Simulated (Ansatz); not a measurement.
# Al3Cu: the cost of one run

Program: Ansatz 0.2.0. Level of theory: DFT LDA, scalar-relativistic, plane waves, PAW. These are calculated values, not measurements.

1 further run of the same task is left out (set aside as unsound or not needed).

### Step 1. Starting point

It takes space group P4/mmm (No. 123, tetragonal). The conventional cell has a = 2.761 Å, b = 2.761 Å, c = 7.498 Å, α = 90.00°, β = 90.00°, γ = 90.00°. Al (site symmetry 4/mmm) has 12 Al at 2.76 to 2.87 Å as nearest neighbours. Al (site symmetry 4mm) is surrounded by 4 Cu at 2.56 Å and 8 Al at 2.76 to 2.87 Å. Cu (site symmetry 4/mmm) has 8 Al at 2.56 Å and 4 Cu at 2.76 Å as nearest neighbours.

As a file:

```cif
data_structure
_symmetry_space_group_name_H-M 'P 1'
_symmetry_Int_Tables_number 1
_cell_length_a 2.7611
_cell_length_b 2.7611
_cell_length_c 7.4981
_cell_angle_alpha 90.000
_cell_angle_beta 90.000
_cell_angle_gamma 90.000
_cell_volume 57.16
loop_
_atom_site_label
_atom_site_type_symbol
_atom_site_fract_x
_atom_site_fract_y
_atom_site_fract_z
_atom_site_occupancy
Al1 Al 0.00000 0.00000 0.50000 1
Al2 Al 0.50000 0.50000 0.22007 1
Al3 Al 0.50000 0.50000 0.77993 1
Cu1 Cu 0.00000 0.00000 0.00000 1
```

It goes back to an entry of the Materials Project, which need not be the stable form.

It is the result of an earlier relaxation at this level (volume 14.29 Å³/atom; gap on the mesh: none (metal)).

### Step 2. The reference run: phonons at Γ

The input, input.yaml:

```yaml
crystal:
  lattice:
    - [2.7610826076, 0.0, 0.0]
    - [0.0, 2.7610826076, 0.0]
    - [0.0, 0.0, 7.4981149791]
  atoms:
    - { symbol: Al, position: [0.0, 0.0, 0.5] }
    - { symbol: Al, position: [0.5, 0.5, 0.2200734766] }
    - { symbol: Al, position: [0.5, 0.5, 0.7799265234] }
    - { symbol: Cu, position: [0.0, 0.0, 0.0] }
basis:
  ecutwfc: 420
kpoints:
  mp_grid: { grid: [16, 16, 6] }
hamiltonian:
  xc: lda
scf:
  occupations: { method: fermi_dirac, width: 0.15 }
output:
  eigenvalues: true
phonons:
  method: dfpt
```

On the command line:

```bash
$ ansatz run input.yaml --threads 1 --pin off --max-ram 3072MiB --backend cpu --events-out ev --progress --plain --runs-dir out
```

Q: Estimate wall time and peak memory on 1 thread of Intel Xeon 6975P-C (Granite Rapids), shared host.

About 1.8 min, with a peak of 1.4 GiB.
